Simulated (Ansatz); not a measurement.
# TaNi3: how the settings move a single-point run

Aim: see which settings change the result for TaNi3, by how much, and at what cost.

Computed with Ansatz 0.2.0 (reference: DFT, LDA, PAW with Ansatz's default frozen-core files, scalar-relativistic, unless a step's input says otherwise).

## (1) The starting structure

The structure is orthorhombic, space group Fmmm (No. 69). The conventional cell has a = 5.093 Å, b = 5.102 Å, c = 7.409 Å, α = 90.00°, β = 90.00°, γ = 90.00°. Around Ta (site symmetry mmm) lie 12 Ni at 2.55 to 2.58 Å. Ni (site symmetry mmm) has 4 Ta at 2.55 Å and 8 Ni at 2.58 Å as nearest neighbours. Around Ni (site symmetry 222) lie 8 Ni at 2.55 to 2.58 Å and 4 Ta at 2.58 Å.

As a file:

```
CELL_PARAMETERS angstrom
0.00000 2.55115 3.70454
2.54639 0.00000 3.70454
2.54639 2.55115 0.00000
ATOMIC_POSITIONS crystal
Ta 0.00000 0.00000 0.00000
Ni 0.50000 0.50000 0.50000
Ni 0.25000 0.25000 0.25000
Ni 0.75000 0.75000 0.75000
```

## (2) Baseline

Input file input.yaml:

```yaml
crystal:
  lattice:
    - [0.0, 2.5511481569, 3.7045443348]
    - [2.5463897099, 0.0, 3.7045443348]
    - [2.5463897099, 2.5511481569, 0.0]
  atoms:
    - { symbol: Ta, position: [0.0, 0.0, 0.0], spin: 0.6 }
    - { symbol: Ni, position: [0.5, 0.5, 0.5], spin: 1.5 }
    - { symbol: Ni, position: [0.25, 0.25, 0.25], spin: 1.5 }
    - { symbol: Ni, position: [0.75, 0.75, 0.75], spin: 1.5 }
magnetization:
  spin_polarized: true
kpoints:
  mp_grid: { grid: [8, 8, 8] }
scf:
  occupations: { method: fermi_dirac, width: 0.05 }
  lower_state_search: "off"
hamiltonian:
  xc: lda
  pseudopotentials: { kind: paw }
output:
  forces: true
  stress: true
  eigenvalues: true
  populations: true
```

The run is started by

```console
ansatz run input.yaml --threads 2 --pin off --max-ram 6144MiB --backend cpu --events-out ev --progress --plain --runs-dir out
```

From the output:

```text
[...]
Basis set: ecut = 420 eV, 953 PW (Γ)
[...]
Magnetic group: BNS 69.521 (UNI 619), of the structure as read, at distance tolerance 3.6e-5 Å
k-points: 95 of 512
[...]
SCF iter   1: F=—  HF=-27004.357598 eV  |F-HF|=—  |Δ(HF+E_count)|=         —  Δρ=1.81e-1 (↑1.08e-1 ↓1.81e-1)  dr2=7.34e0  dr2_m=8.53e0  M=0.482 μB ∫|m|=0.987 μB  β_m=0.30  ethr=3.10e-3  ⟨swp⟩=5.6  Hψ=27503  notcnv=0  defer=14
preconditioner: auto → Kerker (q_TF=auto, 2.883 Å⁻¹)  [metal: Δε(μ)=0.048 eV  Ē_g=13.442 eV  σ=0.050 eV  W_gap=0.22  n_scr=14 (ndim 8)  ℏωp=34.3 eV  f_vac=0.000  D(μ)=1.41/eV (n_scr^D=10)]
[...]
SCF iter   2: F=—  HF=-27004.151720 eV  |F-HF|=—  |Δ(HF+E_count)|=   2.06e-1  Δρ=1.13e-1 (↑1.13e-1 ↓8.95e-2)  dr2=1.25e0  dr2_m=4.33e0  M=0.469 μB ∫|m|=0.948 μB  β_m=0.30  ethr=3.10e-3  ⟨swp⟩=2.8  Hψ=13501  notcnv=0  defer=739
[...]
SCF iter  17: F=-27004.332709 eV  HF=-27004.332709 eV  |F-HF|=8.91e-9  |Δ(HF+E_count)|=   8.75e-9  Δρ=3.17e-6 (↑3.17e-6 ↓2.80e-6)  dr2=1.10e-8  dr2_m=4.65e-10  M=-0.000 μB ∫|m|=0.000 μB  β_m=0.95  ethr=1.49e-10  ⟨swp⟩=4.5  Hψ=25877  notcnv=0
SCF iter  18: F=-27004.332709 eV  HF=-27004.332709 eV  |F-HF|=2.22e-10  |Δ(HF+E_count)|=  7.49e-10  Δρ=6.28e-7 (↑2.54e-7 ↓6.28e-7)  dr2=1.95e-10  dr2_m=3.16e-11  M=-0.000 μB ∫|m|=0.000 μB  ethr=1.64e-11  ⟨swp⟩=2.0  Hψ=19261  notcnv=0
[...]
SCF converged after 18 iterations
Magnetization: -0.0000 μB (33.5000 up, 33.5000 down)
[...]
Free energy (F): -27004.332709 eV
[...]
E sigma→0 (E₀):  -27004.326245 eV
[...]
Fermi energy:    19.344931 eV
[...]
  P = ⅓ Tr σ = -9.6443 GPa (-96.443 kbar)
[...]
```

Wall time 15 s (2 threads of AMD EPYC 7B13 (Zen 3), shared host); peak memory 0.6 GiB.

## (3) Changing settings: mp_grid.grid [10, 10, 10], chi_scale 0.0, dispersion d3bj

input.yaml: that of step 2 with these lines changed.

```diff
@@ -13,3 +13,3 @@
 kpoints:
-  mp_grid: { grid: [8, 8, 8] }
+  mp_grid: { grid: [10, 10, 10] }
 scf:
@@ -17,2 +17,3 @@
   lower_state_search: "off"
+  initial_density: { chi_scale: 0.0 }
 hamiltonian:
@@ -20,2 +21,3 @@
   pseudopotentials: { kind: paw }
+  dispersion: d3bj
 output:
@@ -25 +27,5 @@
   populations: true
+  write_density: true
+  write_potential: true
+  elf: true
+  volumetric_format: npy
```

The run is started by

```console
ansatz run input.yaml --threads 2 --pin off --max-ram 6144MiB --backend cpu --events-out ev --progress --plain --runs-dir out
```

The log of the run:

```text
Warning: the engine holds no damping parameters fitted to this dispersion correction and functional, so the run takes those fitted to pbe (hamiltonian.dispersion, under Limitations)
Engine: ansatz 0.2.0
Pseudopotentials: kind: paw
Pseudopotential: Ta, paw, valence charge 13, recommended cutoff 420 eV (normal)
Pseudopotential: Ni, paw, valence charge 18, recommended cutoff 420 eV (normal)
Functional definition: SPW92
  exchange = slater_x
  correlation = pw_c
Crystal: 4 atoms, lattice volume = 48.131 Å³
Basis set: ecut = 420 eV, 953 PW (Γ)
Bands: 44, of which v1, the nominal top of the filled ones, is band 34 counted from 1 (33 counted from 0)
Symmetry: 8 space group operations
Space group: Fmmm (ITA 69), of the structure as read, at distance tolerance 3.6e-5 Å
Magnetic group: BNS 69.521 (UNI 619), of the structure as read, at distance tolerance 3.6e-5 Å
k-points: 171 of 1000
Non-local potential: Ta, projectors of the file, l = 0: 3, l = 1: 2, l = 2: 2, l = 3: 1
Non-local potential: Ni, projectors of the file, l = 0: 3, l = 1: 2, l = 2: 3, l = 3: 1
PAW form: soft (Blöchl's): semilocal exchange-correlation on the pseudo side does not see the compensation charge
PAW frozen core: Ta, regenerated for the run's functional, and the local potential with it (the file was generated under x = pbe(κ = 0.804, μ = 0.2195149727645171), c = pbe(β = 0.06672455060314922))
PAW frozen core: Ni, regenerated for the run's functional, and the local potential with it (the file was generated under x = pbe(κ = 0.804, μ = 0.2195149727645171), c = pbe(β = 0.06672455060314922))
PAW one-centre angular grid: Ta, 590 points (default); XC on 64 Gauss nodes
PAW one-centre angular grid: Ni, 590 points (default); XC on 64 Gauss nodes
Initial density: superposition of atomic densities (chi_scale 0, normalization cell)
Starting moments: Σ|m| = 5.1 μB on 4 of 4 sites
Initial wavefunctions: pseudopotential atomic-orbital guess
Functional: x = slater, c = lda
SCF iter   1: F=—  HF=-27006.523880 eV  |F-HF|=—  |Δ(HF+E_count)|=         —  Δρ=1.80e-1 (↑1.07e-1 ↓1.80e-1)  dr2=7.28e0  dr2_m=8.44e0  M=0.522 μB ∫|m|=0.987 μB  β_m=0.30  ethr=3.10e-3  ⟨swp⟩=5.7  Hψ=49774  notcnv=0  defer=8
preconditioner: auto → Kerker (q_TF=auto, 2.883 Å⁻¹)  [metal: Δε(μ)=0.010 eV  Ē_g=13.448 eV  σ=0.050 eV  W_gap=0.05  n_scr=14 (ndim 8)  ℏωp=34.3 eV  f_vac=0.000  D(μ)=1.26/eV (n_scr^D=10)]
spin=Collinear: Kerker preconditioning applied to the charge; magnetization (m = ρ↑ − ρ↓) channel mixes plain (no charge-response kernel on spin).
SCF iter   2: F=—  HF=-27006.315808 eV  |F-HF|=—  |Δ(HF+E_count)|=   2.08e-1  Δρ=1.12e-1 (↑1.12e-1 ↓8.86e-2)  dr2=1.24e0  dr2_m=4.25e0  M=0.522 μB ∫|m|=0.953 μB  β_m=0.30  ethr=3.10e-3  ⟨swp⟩=2.8  Hψ=24284  notcnv=0  defer=1339
SCF iter   3: F=—  HF=-27006.307096 eV  |F-HF|=—  |Δ(HF+E_count)|=   8.71e-3  Δρ=8.56e-2 (↑7.19e-2 ↓8.56e-2)  dr2=1.00e0  dr2_m=2.62e0  M=0.371 μB ∫|m|=0.749 μB  β_m=0.30  ethr=1.84e-3  ⟨swp⟩=2.7  Hψ=21395  notcnv=0  defer=1339
SCF iter   4: F=—  HF=-27006.286468 eV  |F-HF|=—  |Δ(HF+E_count)|=   2.06e-2  Δρ=6.54e-2 (↑6.54e-2 ↓4.93e-2)  dr2=2.96e-1  dr2_m=1.39e0  M=0.347 μB ∫|m|=0.691 μB  β_m=0.30  ethr=1.50e-3  ⟨swp⟩=2.6  Hψ=21382  notcnv=0  defer=1326
SCF iter   5: F=—  HF=-27006.359214 eV  |F-HF|=—  |Δ(HF+E_count)|=   7.27e-2  Δρ=4.99e-2 (↑4.99e-2 ↓4.05e-2)  dr2=4.93e-2  dr2_m=8.97e-1  M=0.246 μB ∫|m|=0.552 μB  β_m=0.30  ethr=4.41e-4  ⟨swp⟩=2.1  Hψ=17122  notcnv=0  defer=1265
SCF iter   6: F=—  HF=-27006.411448 eV  |F-HF|=—  |Δ(HF+E_count)|=   5.22e-2  Δρ=3.62e-2 (↑3.61e-2 ↓3.62e-2)  dr2=3.71e-3  dr2_m=5.75e-1  M=0.170 μB ∫|m|=0.442 μB  β_m=0.30  ethr=7.35e-5  ⟨swp⟩=2.3  Hψ=19621  notcnv=0  defer=1265
SCF iter   7: F=—  HF=-27006.444987 eV  |F-HF|=—  |Δ(HF+E_count)|=   3.35e-2  Δρ=2.96e-2 (↑2.96e-2 ↓2.69e-2)  dr2=5.52e-3  dr2_m=3.52e-1  M=0.128 μB ∫|m|=0.365 μB  β_m=0.30  ethr=5.53e-6  ⟨swp⟩=2.0  Hψ=24682  notcnv=0  defer=1265
SCF iter   8: F=—  HF=-27006.464590 eV  |F-HF|=—  |Δ(HF+E_count)|=   1.96e-2  Δρ=2.29e-2 (↑2.18e-2 ↓2.29e-2)  dr2=6.06e-4  dr2_m=2.21e-1  M=0.093 μB ∫|m|=0.297 μB  β_m=0.30  ethr=5.53e-6  ⟨swp⟩=2.1  Hψ=19543  notcnv=0  defer=1265
Mixer restart at iter 8: flushing history
spin-set hold released at iteration 8 (site moments contracting): the magnetisation degrees of freedom join the quasi-Newton model from the next iteration; the mixer history was flushed
SCF iter   9: F=—  HF=-27006.477051 eV  |F-HF|=—  |Δ(HF+E_count)|=   1.25e-2  Δρ=1.77e-2 (↑1.76e-2 ↓1.77e-2)  dr2=8.99e-5  dr2_m=1.37e-1  M=0.070 μB ∫|m|=0.244 μB  β_m=0.59  ethr=9.04e-7  ⟨swp⟩=2.0  Hψ=22072  notcnv=0  defer=1261
SCF iter  10: F=—  HF=-27006.499592 eV  |F-HF|=—  |Δ(HF+E_count)|=   2.25e-2  Δρ=6.10e-3 (↑2.87e-3 ↓6.10e-3)  dr2=2.52e-2  dr2_m=1.92e-3  M=0.002 μB ∫|m|=0.049 μB  β_m=0.45  ethr=1.34e-7  ⟨swp⟩=3.3  Hψ=35188  notcnv=0  defer=1261
SCF iter  11: F=—  HF=-27006.497289 eV  |F-HF|=—  |Δ(HF+E_count)|=   2.30e-3  Δρ=1.28e-3 (↑1.09e-3 ↓1.28e-3)  dr2=1.04e-3  dr2_m=3.05e-4  M=-0.005 μB ∫|m|=0.029 μB  β_m=0.55  ethr=1.34e-7  ⟨swp⟩=3.1  Hψ=33938  notcnv=0  defer=1253
SCF iter  12: F=—  HF=-27006.497665 eV  |F-HF|=—  |Δ(HF+E_count)|=   3.76e-4  Δρ=1.70e-3 (↑1.70e-3 ↓1.29e-3)  dr2=2.84e-3  dr2_m=1.05e-4  M=-0.003 μB ∫|m|=0.018 μB  β_m=0.43  ethr=1.34e-7  ⟨swp⟩=2.5  Hψ=26321  notcnv=0  defer=1244
SCF iter  13: F=—  HF=-27006.497487 eV  |F-HF|=—  |Δ(HF+E_count)|=   1.78e-4  Δρ=6.20e-4 (↑6.20e-4 ↓3.33e-4)  dr2=1.14e-4  dr2_m=7.16e-5  M=-0.002 μB ∫|m|=0.015 μB  β_m=0.72  ethr=1.34e-7  ⟨swp⟩=2.0  Hψ=25410  notcnv=0  defer=1240
SCF iter  14: F=—  HF=-27006.497552 eV  |F-HF|=—  |Δ(HF+E_count)|=   6.50e-5  Δρ=2.38e-4 (↑2.38e-4 ↓1.18e-4)  dr2=3.07e-5  dr2_m=5.45e-6  M=-0.001 μB ∫|m|=0.004 μB  β_m=0.81  ethr=1.34e-7  ⟨swp⟩=2.1  Hψ=18590  notcnv=0  defer=1240
SCF iter  15: F=—  HF=-27006.497555 eV  |F-HF|=—  |Δ(HF+E_count)|=   2.44e-6  Δρ=3.04e-5 (↑1.21e-5 ↓3.04e-5)  dr2=3.50e-7  dr2_m=1.32e-7  M=-0.000 μB ∫|m|=0.001 μB  β_m=0.91  ethr=4.58e-8  ⟨swp⟩=1.5  Hψ=16286  notcnv=0  defer=1240
SCF iter  16: F=—  HF=-27006.497555 eV  |F-HF|=—  |Δ(HF+E_count)|=   1.29e-7  Δρ=1.35e-5 (↑8.88e-6 ↓1.35e-5)  dr2=1.36e-7  dr2_m=1.05e-8  M=-0.000 μB ∫|m|=0.000 μB  β_m=0.86  ethr=5.22e-10  ⟨swp⟩=2.2  Hψ=19239  notcnv=0  defer=1239
iter 17 did not close the SCF: its close was put off for a magnetic moment that had not settled (scf_convergence_deferred on its scf_iter line)
SCF iter  17: F=-27006.497555 eV  HF=-27006.497555 eV  |F-HF|=1.52e-8  |Δ(HF+E_count)|=   1.33e-8  Δρ=4.24e-6 (↑4.24e-6 ↓3.68e-6)  dr2=1.96e-8  dr2_m=7.41e-10  M=-0.000 μB ∫|m|=0.000 μB  β_m=0.93  ethr=1.49e-10  ⟨swp⟩=13.1  Hψ=100341  notcnv=0
iter 18 did not close the SCF: its close was put off for a magnetic moment that had not settled (scf_convergence_deferred on its scf_iter line)
SCF iter  18: F=-27006.497555 eV  HF=-27006.497555 eV  |F-HF|=2.16e-9  |Δ(HF+E_count)|=  8.29e-10  Δρ=1.54e-6 (↑1.35e-6 ↓1.54e-6)  dr2=2.59e-9  dr2_m=8.31e-11  M=0.000 μB ∫|m|=0.000 μB  β_m=0.97  ethr=2.93e-11  ⟨swp⟩=5.4  Hψ=76869  notcnv=0
SCF iter  19: F=-27006.497555 eV  HF=-27006.497555 eV  |F-HF|=3.64e-12  |Δ(HF+E_count)|=  2.40e-10  Δρ=1.37e-7 (↑7.94e-8 ↓1.37e-7)  dr2=1.28e-11  dr2_m=2.04e-12  M=0.000 μB ∫|m|=0.000 μB  ethr=3.86e-12  ⟨swp⟩=5.0  Hψ=74607  notcnv=0
WARN: the starting moments were not kept: the SCF closed with an absolute magnetisation of 1.2e-6 μB, where they sum to 5.1 μB in size (4 sites). That is at most 0.1 of that sum. Measured as dr2_m measures the in/out step, that magnetisation stands 9.0e-13 eV from none, at or under the dr2_threshold of 1.0e-7 eV: it is no larger than a step whose dr2_m would equal this threshold. The system may hold no moment; this SCF shows only that its start led to no more than that. To try another start: raise the starting moments (crystal.atoms[].spin, magnetization.per_species, magnetization.initial_magnetization, or on a non-collinear deck that types none of these the spinor_matrix: blocks that start its atoms; where the total moment is fixed, keep their sum and leave initial_magnetization as it is; typed ones take the place of any that the run laid by itself, positive ones on a crystal's lanthanoids without a Hubbard term where scf.initial_density.shell_occupations: [] is typed) or, if the notice of its spin-set hold's release reads "site moments contracting" or "site moments show no strong build", lengthen the hold (scf.mixing.spin_hold: { on: { confirm: 4 } }; for m-r²SCAN on two components see the key's manual first). Each may lead to a state that holds a moment. A second SCF, from the converged charge density, with the starting moments and any scf.initial_density.shell_occupations laid on it anew, would have followed, and was not run: the deck does not ask for one (magnetization.retry_lost_moments is false, the default). To let it run, set magnetization.retry_lost_moments: true and run the deck again, where that key's refused combinations let it; where memory then withholds it, that run's warning says so.
SCF 1 converged in 19 iterations: F = -27006.497555 eV  dr2 = 1.28e-11
SCF converged after 19 iterations
Magnetization: 0.0000 μB (33.5000 up, 33.5000 down)
Absolute magnetization: 0.0000 μB (∫|ρ↑−ρ↓|, with the PAW one-centre terms)
Spin contamination: 0.0000 ħ² per cell (⟨S²⟩ above its minimum at these occupations)
Per-site moments (μB) at R_I (Å): [(1.3974570013618615e-7, 1.0503857553337501), (-3.9029369537761003e-7, 1.0503857553337501), (1.8673794121445515e-7, 1.05038575533375), (1.8673794132423178e-7, 1.05038575533375)]
Free energy (F): -27006.497555 eV
Harris-Foulkes:  -27006.497555 eV  (|F-HF|=3.64e-12)
Internal energy: -27006.485856 eV  (E = F + TS)
E sigma→0 (E₀):  -27006.491705 eV
Entropy (-TS):   -0.011699 eV (-2.925 meV/atom)
Fermi energy:    19.405720 eV
--- Per-component energies (eV) ---
  E_band       = -893.636402
  E_kinetic    = 1220.880051
  E_local      = -11341.847063  (includes V_loc(G=0)·N_el)
  E_nonlocal   = 1932.299082
  E_hartree    = 4761.797207
  E_xc         = -473.330723
  E_vxc        = -536.152174  (∫ρ·V_xc dr)
  E_paw        = -12836.668931  (= ΣΔE_a)
  E_vpaw       = -1692.412530  (= ΣTr[D̂ρ^β])
  E_aug_tail   = 0.001511  (compensation charges beyond the density's cutoff)
  E_ewald      = -10269.011048
  E_disp       = -2.167206  (pairwise vdW)
  E_core_change = 1.561264  (= ΣΔE_core)
  E_smearing   = -0.011699  (= −TS)
  E_closure    = 0.000000  (closes the sum)
  Σ components = -27006.497555   (vs F -27006.497555, Δ=0.00e0)
--- Forces (eV/Å), atoms counted from 1 ---
  atom   1  Ta     0.00000000     0.00000000     0.00000000
  atom   2  Ni     0.00000000     0.00000000     0.00000000
  atom   3  Ni     0.00000000     0.00000000     0.00000000
  atom   4  Ni    -0.00000000     0.00000000     0.00000000
  max |Σ_I F_I| component: 5.68e-29 eV/Å
--- Stress (GPa, compression-positive) ---
      -17.015989       0.000000       0.000000
        0.000000     -17.469078       0.000000
        0.000000       0.000000     -16.426842
  P = ⅓ Tr σ = -16.9706 GPa (-169.706 kbar)
--- Band table (eV; the first three rows and the last of 342) ---
  k-point 0 ↑: bands = ["-83.1583", "-83.1382", "-83.1299", "-48.6584", "-44.0871", "-44.0821", "-44.0354", "-44.0073", "-43.9805", "-43.9802", "-43.8956", "-43.8940", "-43.7649", "-15.1722", "-15.1708", "-15.1676", "10.1213", "14.3600", "14.9384", "15.1376", "15.9128", "16.5216", "16.5344", "16.6587", "16.6659", "17.0780", "17.3843", "17.3988", "17.8667", "18.1203", "18.4668", "19.0443", "20.5083", "20.5178", "20.7131", "20.7149", "21.5163", "23.1798", "27.1808", "27.1894", "27.8803", "29.5828", "29.9500", "29.9678"]
  k-point 1 ↑: bands = ["-83.1578", "-83.1383", "-83.1304", "-48.6584", "-44.0877", "-44.0827", "-44.0341", "-44.0066", "-43.9786", "-43.9781", "-43.8978", "-43.8961", "-43.7652", "-15.1807", "-15.1716", "-15.1679", "10.3027", "14.4532", "15.0035", "15.2071", "15.9323", "16.2690", "16.3477", "16.7824", "16.8652", "17.1014", "17.3608", "17.4336", "17.9228", "18.1202", "18.4358", "18.9715", "19.8030", "20.3927", "20.5940", "20.7757", "22.2895", "22.7330", "26.5196", "27.6788", "27.7884", "28.6033", "30.0108", "30.7864"]
  k-point 2 ↑: bands = ["-83.1563", "-83.1386", "-83.1316", "-48.6586", "-44.0895", "-44.0840", "-44.0305", "-44.0052", "-43.9734", "-43.9717", "-43.9043", "-43.9023", "-43.7660", "-15.2044", "-15.1721", "-15.1686", "10.8292", "14.7105", "15.1567", "15.4109", "15.9502", "15.9952", "16.1942", "16.7983", "16.9941", "17.1348", "17.3768", "17.5221", "17.9795", "18.1112", "18.3250", "18.7456", "18.8026", "20.0517", "20.7591", "20.8588", "21.9267", "22.9058", "25.2457", "27.0833", "28.4008", "29.0479", "30.4562", "31.2263"]
  k-point 170 ↓: bands = ["-83.1495", "-83.1470", "-83.1300", "-48.6608", "-44.0933", "-44.0886", "-44.0215", "-44.0061", "-43.9721", "-43.9721", "-43.8976", "-43.8958", "-43.7757", "-15.1890", "-15.1708", "-15.1694", "12.5917", "13.4711", "13.9206", "14.8962", "15.1789", "15.1814", "15.9380", "16.2338", "17.3477", "17.8967", "17.9054", "17.9151", "18.4292", "18.4331", "18.5491", "18.5922", "19.0434", "21.0761", "21.9273", "22.0657", "22.0729", "22.3841", "22.3897", "23.0009", "30.1017", "30.6806", "32.0144", "32.0281"]
--- Löwdin populations: 4 sites ---
  site symbol       q [e]    m [muB]
     0     Ta     13.0487     0.0000
     1     Ni     17.7780    -0.0000
     2     Ni     17.7177     0.0000
     3     Ni     17.7177     0.0000
  spilling = 0.011012 (of n_electrons = 67.000000)
```

Wall time 31 s (2 threads of AMD EPYC 7B13 (Zen 3), shared host); peak memory 0.79 GiB.

The energy moves by -541.2 meV/atom, nearly all of it the dispersion term itself (-541.8 meV/atom); that offset belongs to the model and is no gain or loss of stability; the pressure goes from -9.6 to -17.0 GPa. The damping parameters are borrowed, as the log notes.

## (4) Comparison

| run | ending | energy change | pressure (GPa) | gap (eV) | force (eV/Å) | cycles | time |
| --- | --- | --- | --- | --- | --- | --- | --- |
| reference | converged | 0 | -9.6 | 0.00 | 0.00 | 18 | 15 s |
| 1: mp_grid.grid [10, 10, 10], chi_scale 0.0, dispersion d3bj | converged | -541.2 meV/atom (offset of the dispersion model) | -17.0 | 0.00 | 0.00 | 19 | 31 s |

Times don't compare one to one where runs were asked for different outputs or read a saved state (see the inputs); cycles may leave out searches for a lower state.

Residual by cycle in the longest SCF loop of each run; runs are numbered as in the table. The quantity is the density residual dr2, in eV.

| cycle | reference | run 1 |
| --- | --- | --- |
| 1 | 7.34 | 7.28 |
| 3 | 1.02 | 1 |
| 4 | 0.33 | 0.296 |
| 6 | 0.00439 | 0.00371 |
| 8 | 2.1e-4 | 6.1e-4 |
| 9 | 6.9e-5 | 9.0e-5 |
| 11 | 0.00485 | 0.00104 |
| 12 | 4.7e-4 | 0.00284 |
| 14 | 9.0e-6 | 3.1e-5 |
| 16 | 1.3e-7 | 1.4e-7 |
| 17 | 1.1e-8 | 2.0e-8 |
| 19 | - | 1.3e-11 |

**Reading.** The energy moves by -541.2 meV/atom, nearly all of it the dispersion term itself (-541.8 meV/atom); that offset belongs to the model and is no gain or loss of stability; the pressure goes from -9.6 to -17.0 GPa. The damping parameters are borrowed, as the log notes.
